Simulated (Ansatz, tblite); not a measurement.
# (H2Ga-mu-H)3 (Ga3H9): one state, many levels

Aim: run the singlet of (H2Ga-mu-H)3 (Ga3H9) at one geometry on many levels, and compare frontier levels, spin and run time.

Program: Ansatz 0.2.0, Gaussian basis. Level of theory: as each input shows. These are calculated values, not measurements.

Plan: GFN1-xTB, GFN2-xTB, PBE-D4/def2-TZVP, r2SCAN-D4/def2-TZVP, r2SCANh-D4/def2-TZVP, HF/def2-TZVP, HSE06-D4/def2-TZVP, BLYP-D4/def2-TZVP, BHLYP-D4/def2-TZVP, revPBE-D4/def2-TZVP, B97M-V/def2-TZVP, PBE-D4/def2-SVP, PBE0-D4/def2-SVP, HF/STO-3G, PBE0-D4/def2-TZVPD, PBE-D4/def2-TZVPD, r2SCAN-D4/def2-TZVPD, CCSD(T)/def2-SVP, MP2/def2-TZVP, RPA/def2-TZVP.

## 1. The geometry

The geometry is that of the singlet, from an earlier relaxation (PBE-D4/def2-SVP).

12 atoms, charge 0, spin multiplicity 1.

Bond lengths: Ga1–H2 1.568 Å, Ga1–H3 1.567 Å, Ga1–H4 1.726 Å, Ga1–H12 1.721 Å, H4–Ga5 1.726 Å, Ga5–H6 1.568 Å, Ga5–H7 1.568 Å, Ga5–H8 1.726 Å, H8–Ga9 1.726 Å, Ga9–H10 1.568 Å, Ga9–H11 1.567 Å, Ga9–H12 1.721 Å. Angles: H2–Ga1–H3 131.6°, H2–Ga1–H4 102.1°, H2–Ga1–H12 104.0°, H3–Ga1–H4 108.5°, H3–Ga1–H12 106.0°, H4–Ga1–H12 100.6°, Ga1–H4–Ga5 127.5°, H4–Ga5–H6 102.7°, H4–Ga5–H7 107.8°, H4–Ga5–H8 100.0°, H6–Ga5–H7 131.6°, H6–Ga5–H8 107.9°, H7–Ga5–H8 102.8°, Ga5–H8–Ga9 127.6°, H8–Ga9–H10 102.2°, H8–Ga9–H11 108.5°, H8–Ga9–H12 100.6°, H10–Ga9–H11 131.6° and more.

PBE0-D4/def2-TZVP was run before; its log isn't repeated, and its numbers join the tables.

## 2. GFN1-xTB

Tight binding, by tblite at 300 K electronic temperature and without a spin-polarisation term:

```python
tblite.interface.Calculator('GFN1-xTB', numbers, positions, charge=0, uhf=0).singlepoint()
```

Energy -240.8863 eV, HOMO -12.27 eV, LUMO -5.47 eV; 0.006 s.

## 3. GFN2-xTB

Tight binding, by tblite at 300 K electronic temperature and without a spin-polarisation term:

```python
tblite.interface.Calculator('GFN2-xTB', numbers, positions, charge=0, uhf=0).singlepoint()
```

Energy -219.9275 eV, HOMO -12.32 eV, LUMO -6.19 eV; 0.004 s.

## 4. PBE-D4/def2-TZVP

start.molden holds the orbitals of an earlier run on this state, given as this run's starting guess.

in.yaml

```yaml
crystal:
  periodic: [false, false, false]
  atoms:
    - {symbol: Ga, position_ang: [-0.507687, 1.664149, -0.433916]}
    - {symbol: H, position_ang: [0.254350, 3.007518, -0.161763]}
    - {symbol: H, position_ang: [-1.847515, 1.362514, -1.189515]}
    - {symbol: H, position_ang: [0.734315, 0.671616, -1.104519]}
    - {symbol: Ga, position_ang: [0.746766, -1.049067, -1.237757]}
    - {symbol: H, position_ang: [2.246912, -1.406662, -0.954513]}
    - {symbol: H, position_ang: [-0.214210, -1.446588, -2.411213]}
    - {symbol: H, position_ang: [-0.170046, -1.464668, 0.164041]}
    - {symbol: Ga, position_ang: [-0.236499, -0.619667, 1.667160]}
    - {symbol: H, position_ang: [-1.554529, -1.181727, 2.304309]}
    - {symbol: H, position_ang: [1.220336, -0.492560, 2.231528]}
    - {symbol: H, position_ang: [-0.672192, 0.955141, 1.126148]}
basis:
  gaussian: {orbitals: def2-TZVP, initial_orbitals: start.molden}
hamiltonian: {xc: pbe, dispersion: d4}
scf: {omitted_lower_state_checks: [starts]}
output: {orbitals: {seedname: orbitals}}
```

Launch:

```console
> ansatz run in.yaml --threads 2 --pin off --events-out ev --progress --plain --max-ram 4352MiB
```

The runs that follow: r2SCAN-D4/def2-TZVP; r2SCANh-D4/def2-TZVP; HF/def2-TZVP; HSE06-D4/def2-TZVP; BLYP-D4/def2-TZVP; BHLYP-D4/def2-TZVP; revPBE-D4/def2-TZVP; B97M-V/def2-TZVP; PBE-D4/def2-SVP; PBE0-D4/def2-SVP; HF/STO-3G; PBE0-D4/def2-TZVPD; PBE-D4/def2-TZVPD; r2SCAN-D4/def2-TZVPD; CCSD(T)/def2-SVP; MP2/def2-TZVP; RPA/def2-TZVP.

Before running them: what should the planned runs give, taken together? Wanted: gap in def2-TZVP, named functionals and Hartree-Fock, smallest and largest; correlation energy, CCSD(T)/def2-SVP; correlation energy, MP2/def2-TZVP; binding an atom, CCSD(T)/def2-SVP; PBE0 total energy, smallest basis above largest.

The runs gave:

```
                                                                  quantity                             value
gap in def2-TZVP, named functionals and Hartree-Fock, smallest and largest  5.71 eV (BLYP-D4), 13.81 eV (HF)
                                      correlation energy, CCSD(T)/def2-SVP                         -20.39 eV
                                         correlation energy, MP2/def2-TZVP                         -19.92 eV
                                         binding an atom, CCSD(T)/def2-SVP                          2.221 eV
                           PBE0 total energy, smallest basis above largest   20.30 eV (def2-SVP, def2-TZVPD)
```

What this shows: Over the named functionals and Hartree-Fock in def2-TZVP the gap runs from 5.71 eV (BLYP-D4) to 13.81 eV (HF); exact exchange widens it. The functionals in def2-TZVP miss CCSD(T)/def2-SVP by +0.002 (revPBE-D4) to +0.160 eV (B97M-V) an atom. The yardstick is in a double-zeta basis, so levels in larger sets aren't compared like for like. CCSD(T)/def2-SVP isn't at the basis-set limit; small misses against it rank nothing.
